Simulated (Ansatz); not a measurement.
# LaTl: the cost of one run

Method: DFT PBEsol, scalar-relativistic, in Ansatz 0.2.0.

## (1) The system as given

The structure is cubic, space group Pm-3m (No. 221). Conventional cell: a = 3.936 Å, b = 3.936 Å, c = 3.936 Å, α = 90.00°, β = 90.00°, γ = 90.00°. La (site symmetry m-3m) is surrounded by 8 Tl at 3.41 Å. Tl (site symmetry m-3m) is surrounded by 8 La at 3.41 Å.

Structure file:

```xyz
2
Lattice="3.9360 0.0000 0.0000 0.0000 3.9360 0.0000 0.0000 0.0000 3.9360" Properties=species:S:1:pos:R:3 pbc="T T T"
La    0.0000    0.0000    0.0000
Tl    1.9680    1.9680    1.9680
```

Atoms are numbered in the order of the input: La1, Tl2.

## (2) Volume × 0.96, LAPW

The input, input.yaml:

```yaml
crystal:
  lattice:
    - [3.8828042898, 0.0, 0.0]
    - [0.0, 3.8828042898, 0.0]
    - [0.0, 0.0, 3.8828042898]
  atoms:
    - { symbol: La, position: [0.0, 0.0, 0.0] }
    - { symbol: Tl, position: [0.5, 0.5, 0.5] }
kpoints:
  mp_grid: { grid: [10, 10, 10] }
  band_path:
    path:
      - [0.0, 0.0, 0.0]
      - [0.0, 0.5, 0.0]
      - [0.5, 0.5, 0.0]
      - [0.0, 0.0, 0.0]
      - [0.5, 0.5, 0.5]
      - [0.0, 0.5, 0.0]
      - [0.5, 0.5, 0.5]
      - [0.5, 0.5, 0.0]
    npoints: 5
scf:
  occupations: { method: fermi_dirac, width: 0.05 }
hamiltonian:
  xc: pbesol
  pseudopotentials: { kind: all_electron, lapw: { basis_error: 0.00025 } }
output:
  forces: true
  stress: true
  eigenvalues: true
```

The run is started by

```bash
ansatz run input.yaml --threads 1 --pin off --max-ram 3072MiB --backend cpu --events-out ev --progress --plain --runs-dir out
```

What time and memory should one allow on 1 thread of Intel Xeon 6975P-C (Granite Rapids), shared host?

About 15 s, with a peak of 0.45 GiB.
